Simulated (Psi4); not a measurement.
# SnNH4Cl (SMILES [NH2][SnH2][Cl]) at OMP2/def2-SVP (core potential, density fitting for correlation)

Aim: the energy change on altering one bond length of SnNH4Cl at OMP2/def2-SVP (core potential, density fitting for correlation), from 2 runs. 

The results are computed with Psi4 1.11.

7 further runs of the same task are left out: 4 that didn't finish, 3 set aside as unsound or not needed.

### Step 1. The structure to begin with

The species is SnNH4Cl (7 atoms), meant as a singlet with charge 0. As SMILES, `[NH2][SnH2][Cl]`. The coordinates come from a PBE0-D4/def2-TZVP relaxation. This is one conformer, not always the lowest.

Bond lengths: N1–Sn2 2.002 Å, Sn2–Cl3 2.335 Å, N1–H4 1.009 Å, N1–H5 1.009 Å, Sn2–H6 1.700 Å, Sn2–H7 1.700 Å. Angles: N1–Sn2–Cl3 106.6°, N1–Sn2–H6 110.9°, N1–Sn2–H7 110.9°, Cl3–Sn2–H6 105.3°, Cl3–Sn2–H7 105.3°, Sn2–N1–H4 116.4°, Sn2–N1–H5 116.4°, H6–Sn2–H7 117.0°, H4–N1–H5 109.9°.

### Step 2. The energy at OMP2/def2-SVP (core potential, density fitting for correlation)

File clh4nsn.in:

```
memory 2200 mb

molecule m {
  0 1
  N
  Sn 1 2.002434
  Cl 2 2.335369 1 106.55202
  H 1 1.008907 2 116.4234 3 113.96277
  H 1 1.008862 4 109.88019 2 -135.09742
  H 2 1.700375 1 110.87595 5 131.9995
  H 2 1.700417 6 116.99946 1 128.54451
  symmetry c1
}

set basis def2-SVP
set puream true
set e_convergence 1e-09
set d_convergence 1e-08
set scf_type pk
set num_frozen_docc 10

energy_value, wavefunction = energy("omp2", return_wfn=True)
```

Command:

```console
$ psi4 -n 1 clh4nsn.in clh4nsn.out
```

clh4nsn.out:

```text
[...]
    !!!  WARNING: ECP capability is in beta. Please check occupations closely.  !!!
[...]
  Running in c1 symmetry.
[...]
  Nuclear repulsion =  186.923676448726980
[...]
  Multiplicity = 1
[...]
  Nalpha       = 25
  Nbeta        = 25
[...]
    Number of basis functions: 78
[...]
   @RHF iter   1:  -729.34506957939425   -2.00256e+00   6.46736e-03 DIIS/ADIIS
[...]
   @RHF iter  12:  -729.46537373540855   -2.04636e-12   2.19967e-09 DIIS
[...]
    Orbital Energies [Eh]
    ---------------------
    Doubly Occupied:
       1A   -104.756210     2A    -15.548318     3A    -10.518919
       4A     -7.993426     5A     -7.990999     6A     -7.990993
       7A     -5.898268     8A     -4.090298     9A     -4.087239
      10A     -4.086681    11A     -1.364632    12A     -1.360819
      13A     -1.356474    14A     -1.351938    15A     -1.350919
      16A     -1.101953    17A     -1.041600    18A     -0.677775
      19A     -0.651101    20A     -0.522881    21A     -0.487270
      22A     -0.478469    23A     -0.432266    24A     -0.424383
      25A     -0.404827
[...]
  @RHF Final Energy:  -729.46537373540855
   => Energetics <=
    Nuclear Repulsion Energy =            186.9236764487269795
    One-Electron Energy =               -1460.8407848619576725
    Two-Electron Energy =                 544.4517346778220599
    Total Energy =                       -729.4653737354085479
[...]
 Multipole Moments:
 ------------------------------------------------------------------------------------
     Multipole            Electronic (a.u.)      Nuclear  (a.u.)        Total (a.u.)
 ------------------------------------------------------------------------------------
 L = 1.  Multiply by 2.5417464519 to convert [e a0] to [Debye]
 Dipole X            :          0.0007544           -0.0001816            0.0005727
 Dipole Y            :         27.9275699          -26.4181292            1.5094408
 Dipole Z            :          7.0496681           -7.4464762           -0.3968081
 Magnitude           :                                                    1.5607269
[...]
	Warning: cc_lambda option is changed to TRUE
	For this residual convergence, default PCG convergence is:     1.00e-07
[...]
	DF-MP2 Total Energy (a.u.)         :  -729.88572419678576
[...]
	DF-MP2 Total Energy (a.u.)         :  -729.89125085336036
[...]
	DF-OMP2 Total Energy (a.u.)        :  -729.89125085334888
[...]
```

Run time: 24 s. Hardware: 1 thread of Intel Xeon 6975P-C (Granite Rapids), shared host; peak memory 0.29 GiB.

### Step 3. The distorted shape

File input.inp:

```
memory 2.2 GB

molecule geom {
  N     -1.36735480    -0.32463605    -1.73064142
  Sn     1.53356377    -0.20841789     0.69633384
  Cl     2.07043496    -4.31838324     2.21170522
  H     -3.40812107     0.91746203    -1.07052985
  H     -0.95841807     0.02553020    -3.55951836
  H      0.79751545     1.55923192     3.27675486
  H      4.27385563     0.50098529    -0.82451774
  units au
  symmetry c1
}

set globals {
  basis           def2-SVP
  puream          true
  e_convergence   1e-09
  d_convergence   1e-08
  scf_type        pk
  num_frozen_docc 10
}

energy_value, wavefunction = energy('omp2', return_wfn=True)
```

Command:

```console
$ psi4 input.inp input.out -n 1
```

input.out:

```text
[...]
    !!!  WARNING: ECP capability is in beta. Please check occupations closely.  !!!
[...]
  Running in c1 symmetry.
[...]
  Nuclear repulsion =  185.551511936153190
[...]
  Multiplicity = 1
[...]
  Nalpha       = 25
  Nbeta        = 25
[...]
    Number of basis functions: 78
[...]
   @RHF iter   1:  -729.29225215738018   -2.10066e+00   6.31002e-03 ADIIS/DIIS
[...]
   @RHF iter  12:  -729.41591073606799   -4.88853e-12   6.19290e-09 DIIS
[...]
    Orbital Energies [Eh]
    ---------------------
    Doubly Occupied:
       1A   -104.756547     2A    -15.572476     3A    -10.519244
       4A     -7.993749     5A     -7.991319     6A     -7.991315
       7A     -5.898341     8A     -4.090320     9A     -4.087437
      10A     -4.086685    11A     -1.364633    12A     -1.360727
      13A     -1.356531    14A     -1.352099    15A     -1.350931
      16A     -1.067980    17A     -1.039277    18A     -0.675459
      19A     -0.594960    20A     -0.508778    21A     -0.484053
      22A     -0.477314    23A     -0.431683    24A     -0.424186
      25A     -0.402878
[...]
  @RHF Final Energy:  -729.41591073606799
   => Energetics <=
    Nuclear Repulsion Energy =            185.5515119361531902
    One-Electron Energy =               -1458.1770044965585384
    Two-Electron Energy =                 543.2095818243373060
    Total Energy =                       -729.4159107360679855
[...]
 Multipole Moments:
 ------------------------------------------------------------------------------------
     Multipole            Electronic (a.u.)      Nuclear  (a.u.)        Total (a.u.)
 ------------------------------------------------------------------------------------
 L = 1.  Multiply by 2.5417464519 to convert [e a0] to [Debye]
 Dipole X            :          8.5419380           -8.7087946           -0.1668566
 Dipole Y            :         27.4163541          -25.9331485            1.4832056
 Dipole Z            :         -0.2521018           -0.2401860           -0.4922878
 Magnitude           :                                                    1.5716511
[...]
	Warning: cc_lambda option is changed to TRUE
	For this residual convergence, default PCG convergence is:     1.00e-07
[...]
	DF-MP2 Total Energy (a.u.)         :  -729.84298697217116
[...]
	DF-MP2 Total Energy (a.u.)         :  -729.84951269718590
[...]
	DF-OMP2 Total Energy (a.u.)        :  -729.84951269719329
[...]
```

Wall time 26 s (1 thread of Intel Xeon 6975P-C (Granite Rapids), shared host); peak memory 0.29 GiB.

### Step 4. What came out

Level: OMP2/def2-SVP (core potential, density fitting for correlation), 10 core orbitals frozen.

```
                                                         quantity          value
                                        first shape: total energy  -729.89125 Eh
                 first shape: HOMO energy (Hartree–Fock orbitals)      -11.02 eV
                 first shape: LUMO energy (Hartree–Fock orbitals)        3.07 eV
               first shape: HOMO–LUMO gap (Hartree–Fock orbitals)       14.08 eV
        first shape: correlation energy (10 core orbitals frozen)     -425.9 mEh
                                    distorted shape: total energy  -729.84951 Eh
             distorted shape: HOMO energy (Hartree–Fock orbitals)      -10.96 eV
             distorted shape: LUMO energy (Hartree–Fock orbitals)        2.84 eV
           distorted shape: HOMO–LUMO gap (Hartree–Fock orbitals)       13.80 eV
    distorted shape: correlation energy (10 core orbitals frozen)     -433.6 mEh
energy change with the N1–H4 bond stretched from 1.009 to 1.312 Å       1.136 eV
```

**Reading.** With the N1–H4 bond stretched from 1.009 to 1.312 Å the energy rises by 1.14 eV (26 kcal/mol). The first shape isn't relaxed at this level, so the change isn't measured from a minimum.
